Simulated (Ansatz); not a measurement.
# C₃H₆FGaO: basis-set convergence

Aim: see how fast density functionals converge with the basis set for C₃H₆FGaO.

Computed with Ansatz 0.2.0, Gaussian basis. Level: one geometry, several basis sets.

Levels to be run: PBE0-D4/def2-SVP; ωB97M-V/def2-SVP; PBE0-D4/def2-QZVPP; ωB97M-V/def2-QZVPP; the functionals' def2-TZVPP values are taken from earlier runs.

### Step 1. The relaxed structure

The geometry comes from an earlier relaxation with PBE0-D4 in a triple-zeta def2 set; it is a stationary point, not always the lowest conformer.

SMILES `C[C]1(F)C[O][GaH]1`, 12 atoms, charge 0, spin multiplicity 1.

Atoms are counted from 1 here; the program's logs count them from 0.

Bond lengths: C1–C2 1.502 Å, C1–H7 1.093 Å, C1–H8 1.096 Å, C1–H9 1.091 Å, C2–F3 1.396 Å, C2–C4 1.542 Å, C2–Ga6 2.022 Å, C4–O5 1.425 Å, C4–H10 1.096 Å, C4–H11 1.097 Å, O5–Ga6 1.823 Å, Ga6–H12 1.553 Å. Angles: C2–C1–H7 110.6°, C2–C1–H8 110.2°, C2–C1–H9 111.3°, H7–C1–H8 108.0°, H7–C1–H9 108.4°, H8–C1–H9 108.2°, C1–C2–F3 108.2°, C1–C2–C4 115.9°, C1–C2–Ga6 122.1°, F3–C2–C4 111.1°, F3–C2–Ga6 114.1°, C4–C2–Ga6 83.5°, C2–C4–O5 106.0°, C2–C4–H10 109.5°, C2–C4–H11 111.7°, O5–C4–H10 111.1°, O5–C4–H11 110.0°, H10–C4–H11 108.5° and more.

### Step 2. PBE0-D4 in def2-SVP

in.yaml reads:

```yaml
crystal:
  periodic: [false, false, false]
  atoms:
    - {symbol: C, position_ang: [-0.862716, -1.017391, 0.743268]}
    - {symbol: C, position_ang: [-0.440391, 0.219590, 0.003963]}
    - {symbol: F, position_ang: [-1.591005, 0.896306, -0.404458]}
    - {symbol: C, position_ang: [0.524756, 0.002120, -1.178787]}
    - {symbol: O, position_ang: [1.701086, 0.743726, -0.867108]}
    - {symbol: Ga, position_ang: [1.031601, 1.428432, 0.683724]}
    - {symbol: H, position_ang: [0.011507, -1.582353, 1.077133]}
    - {symbol: H, position_ang: [-1.456383, -1.665801, 0.088851]}
    - {symbol: H, position_ang: [-1.466761, -0.769161, 1.617491]}
    - {symbol: H, position_ang: [0.059766, 0.367597, -2.101556]}
    - {symbol: H, position_ang: [0.773232, -1.058786, -1.309747]}
    - {symbol: H, position_ang: [1.715307, 2.435733, 1.647227]}
basis:
  gaussian: {orbitals: def2-SVP}
hamiltonian: {xc: pbe0, dispersion: d4}
output: {orbitals: {seedname: orbitals}}
```

On the command line:

```bash
> ansatz run in.yaml --threads 2 --pin off --events-out ev --progress --plain --max-ram 32768MiB --backend cpu
```

Further steps of the session: ωB97M-V in def2-SVP; PBE0-D4 in def2-QZVPP; ωB97M-V in def2-QZVPP.

**Question.** What will the summary of the whole plan be? Wanted: PBE0-D4: double and triple zeta above quadruple; ωB97M-V: double and triple zeta above quadruple.

As calculated:

| quantity | value |
| --- | --- |
| PBE0-D4: double and triple zeta above quadruple | 17.65, 1.62 eV |
| ωB97M-V: double and triple zeta above quadruple | 17.87, 1.56 eV |

In words: PBE0-D4 gains 16.04 eV from double to triple zeta, then 1.62 eV more. These are total energies; as a rule much of such shifts cancels in differences, which this series doesn't test.
